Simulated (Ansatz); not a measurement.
# CHBFN (SMILES FB1C=N1): one structure at several levels

One table from this session's results is given with a row withheld; the runs are named, their logs left out.

Program: Ansatz 0.2.0, Gaussian basis. Level of theory: single points in def2-TZVPP. These are calculated values, not measurements.

Cores are frozen in the correlated methods.

**Where the work starts**

5 atoms, charge 0, spin multiplicity 1.

Atoms are counted from 1 here; the program's logs count them from 0.

Bond lengths: F1–B2 1.315 Å, B2–C3 1.489 Å, B2–N4 1.448 Å, C3–N4 1.326 Å, C3–H5 1.064 Å. Angles: F1–B2–C3 156.9°, F1–B2–N4 149.4°, C3–B2–N4 53.7°, B2–C3–N4 61.6°, B2–C3–H5 165.5°, N4–C3–H5 132.3°, B2–N4–C3 64.8°.

As a file:

```mol
CHBFN
  3D, bonds by distance, orders not assigned

  5  5  0  0  0  0  0  0  0  0999 V2000
    0.1646   -1.4785    1.3911 F   0  0
   -0.0371   -0.6062    0.4283 B   0  0
    0.1986    0.6239   -0.3773 C   0  0
   -0.7823   -0.1907   -0.7419 N   0  0
    0.5138    1.5727   -0.7401 H   0  0
  1  2  8  0
  2  3  8  0
  2  4  8  0
  3  4  8  0
  3  5  8  0
M  END
```

The first run:

Input file run/in.yaml:

```yaml
crystal:
  periodic: [false, false, false]
  atoms:
    - {symbol: F, position_ang: [0.164600, -1.478500, 1.391100]}
    - {symbol: B, position_ang: [-0.037100, -0.606200, 0.428300]}
    - {symbol: C, position_ang: [0.198600, 0.623900, -0.377300]}
    - {symbol: N, position_ang: [-0.782300, -0.190700, -0.741900]}
    - {symbol: H, position_ang: [0.513800, 1.572700, -0.740100]}
basis:
  gaussian: {orbitals: def2-TZVPP}
correlation: {method: ccsd_t}
output: {forces: true}
```

No record of the launch command was kept for these runs.

Among the steps run: CCSD(T)/def2-TZVPP; PBE0-D4/def2-TZVPP; wB97M-V/def2-TZVPP; r2SCAN-D4/def2-TZVPP; PBE-D4/def2-TZVPP; B97M-V/def2-TZVPP; r2SCAN0-D4/def2-TZVPP.

One of the session's tables, all rows but one given; the rest of the session is left out.

```
    method  RMS force component (eV/Å)  angle to CCSD(T) forces (°)  dipole (D)
   CCSD(T)                       0.799                    reference        1.79
   PBE0-D4                       1.008                         22.4        1.81
   wB97M-V                       0.973                         22.5        1.82
 r2SCAN-D4                       0.957                         13.6        1.75
    PBE-D4                       0.896                          9.6        1.70
    B97M-V                       1.018                         19.6        1.69
r2SCAN0-D4                           ?                            ?           ?
```

**Question.** Estimate the row for r2SCAN0-D4.

**Answer.** RMS force component (eV/Å): 1.075; angle to CCSD(T) forces (°): 27.4; dipole (D): 1.84. In the column «RMS force component (eV/Å)» it is the highest.
